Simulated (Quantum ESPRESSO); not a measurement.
A calculation with Quantum ESPRESSO 7.5 of BeRu (native input, structure typed inline):

Contents of pw.in:

```
&CONTROL
  calculation = 'scf'
  prefix = 'pwscf'
  outdir = './tmp'
  pseudo_dir = './pseudo'
  tprnfor = .true.
  tstress = .true.
  disk_io = 'nowf'
/
&SYSTEM
  ibrav = 0
  nat = 2
  ntyp = 2
  ecutwfc = 60
  ecutrho = 440
  nbnd = 16
  occupations = 'smearing'
  smearing = 'fd'
  degauss = 0.00367493
/
&ELECTRONS
  conv_thr = 4d-10
  electron_maxstep = 120
  mixing_beta = 0.5
/
ATOMIC_SPECIES
Be     9.0122 be_pbe_v1.4.uspp.F.UPF
Ru   101.0700 Ru_ONCV_PBE-1.0.oncvpsp.upf
CELL_PARAMETERS angstrom
   2.2883455500    0.0000000000    0.0000000000
   0.0000000000    2.2883455500    0.0000000000
   0.0000000000    0.0000000000    3.7829166300
ATOMIC_POSITIONS crystal
Be     0.5000000000    0.5000000000    0.0000000000
Ru     0.5000000000    0.5000000000    0.5000000000
K_POINTS automatic
11 11 7 0 0 0
```

Potentials or basis: SSSP 1.3 efficiency PBE.

The run is started by

```console
$ OMP_NUM_THREADS=1 pw.x -in pw.in > pw.out
```

The cell was built by a generator and needn't be a form met in nature.

Write the same calculation in another form: ASE script, Cartesian positions.

As run:

run.py

```python
import numpy as np
from ase.calculators.espresso import Espresso, EspressoProfile
from ase.io import read

atoms = read('BeRu.xyz')

input_data = {
    'control': {'calculation': 'scf', 'prefix': 'pwscf', 'outdir': './tmp', 'tprnfor': True, 'tstress': True, 'disk_io': 'nowf'},
    'system': {'ecutwfc': 60.0, 'ecutrho': 440.0, 'nbnd': 16, 'occupations': 'smearing', 'smearing': 'fd', 'degauss': 0.00367493},
    'electrons': {'conv_thr': 4e-10, 'electron_maxstep': 120, 'mixing_beta': 0.5},
}
pseudopotentials = {'Be': 'be_pbe_v1.4.uspp.F.UPF', 'Ru': 'Ru_ONCV_PBE-1.0.oncvpsp.upf'}
profile = EspressoProfile(command='pw.x', pseudo_dir='pseudo')
dft = Espresso(profile=profile, input_data=input_data, pseudopotentials=pseudopotentials, kpts=(11, 11, 7), koffset=(0, 0, 0))
atoms.calc = dft

print(f'energy {atoms.get_potential_energy():.8f} eV')
print('forces (eV/A)')
print(np.round(atoms.get_forces(), 6))
print('stress (eV/A^3, Voigt)')
print(np.round(atoms.get_stress(), 8))
print(f'Fermi level {dft.get_fermi_level():.4f} eV')
```

The input BeRu.xyz:

```xyz
2
Lattice="2.2883455500 0.0000000000 0.0000000000 0.0000000000 2.2883455500 0.0000000000 0.0000000000 0.0000000000 3.7829166300" Properties=species:S:1:pos:R:3 pbc="T T T"
Be     1.1441727750      1.1441727750      0.0000000000
Ru     1.1441727750      1.1441727750      1.8914583150
```

Potentials or basis: SSSP 1.3 efficiency PBE.

The run is started by

```console
$ OMP_NUM_THREADS=1 python run.py
```

Both were run:

|  | native input, structure typed inline | ASE script, Cartesian positions |
| --- | --- | --- |
| Pressure | 95.0 GPa | 95.0 GPa |
| Band gap on the k mesh | none (metal or under the smearing width) | none (metal or under the smearing width) |

Keys that steer only the numerical path or the files written may differ.

Caveat: a pressure of tens of GPa on the cell as given is suspect, and the run, the potentials or the cell itself is likely at fault.
